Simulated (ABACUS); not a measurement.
**Ta3AsAu2O13 in ABACUS: the effect of functional**

The system is Ta3AsAu2O13.

```xyz
19
Lattice="5.3452 3.0860 4.2240 -5.3452 3.0860 4.2240 0.0000 -6.1721 4.2240" Properties=species:S:1:pos:R:3 pbc="T T T"
Au    0.0000    0.0000   12.2359
Au    0.0000    0.0000    9.5173
Ta   -1.8238    1.0530    4.3695
Ta    0.0000   -2.1060    4.3695
Ta    1.8238    1.0530    4.3695
As    0.0000    0.0000    7.0808
O    -1.3832    0.7986    6.2739
O     0.0000   -1.5972    6.2739
O     1.3832    0.7986    6.2739
O     2.5878   -0.6484    3.6775
O    -0.7324    2.5652    3.6775
O    -1.8554   -1.9169    3.6775
O     1.8554   -1.9169    3.6775
O    -2.5878   -0.6484    3.6775
O     0.7324    2.5652    3.6775
O    -3.4125    1.9702    4.0859
O     0.0000   -3.9405    4.0859
O     3.4125    1.9702    4.0859
O     0.0000    0.0000    3.9080
```

The cell was built by a generator and needn't be a form met in nature.

The cell isn't the ideal one: volume scaled by 1.06.

Alike in all runs:

| Property | Result |
| --- | --- |
| Program | ABACUS 3.10.1 |
| Task | equation of state |
| Potentials or basis | PseudoDojo NC SR 0.4.1 PBE standard |
| Cutoff | 1361 eV |
| Density cutoff | 5442 eV |
| Basis | DZP LCAO (the cutoffs set its grid) |
| k mesh | 3 × 3 × 3 |
| Occupations | fermi-dirac, width 0.05 eV |
| Spin | no spin polarisation |

```csv
functional,gap on the mesh (eV),pressure (GPa),largest force (eV/Å)
LDA,0.76,-8.3,0.96
PBE,?,?,?
PBEsol,0.84,-6.5,0.99
revPBE,0.96,-2.8,0.97
BLYP,0.91,-1.5,1.00
```

Q: What does the run with functional PBE give?

A: gap on the mesh 0.92 eV; pressure -4.1 GPa; largest force 0.94 eV/Å.

Caveats: the atomic orbitals were generated for these runs and aren't a published set; spin-orbit coupling is left out, which moves the levels of the heavy elements; an odd mesh through Γ misses points on the zone boundary, where band edges often lie; the basis of atomic orbitals isn't converged, which shifts pressures, moduli and gaps; the potentials were made for another functional, which shifts forces and pressure (some runs).
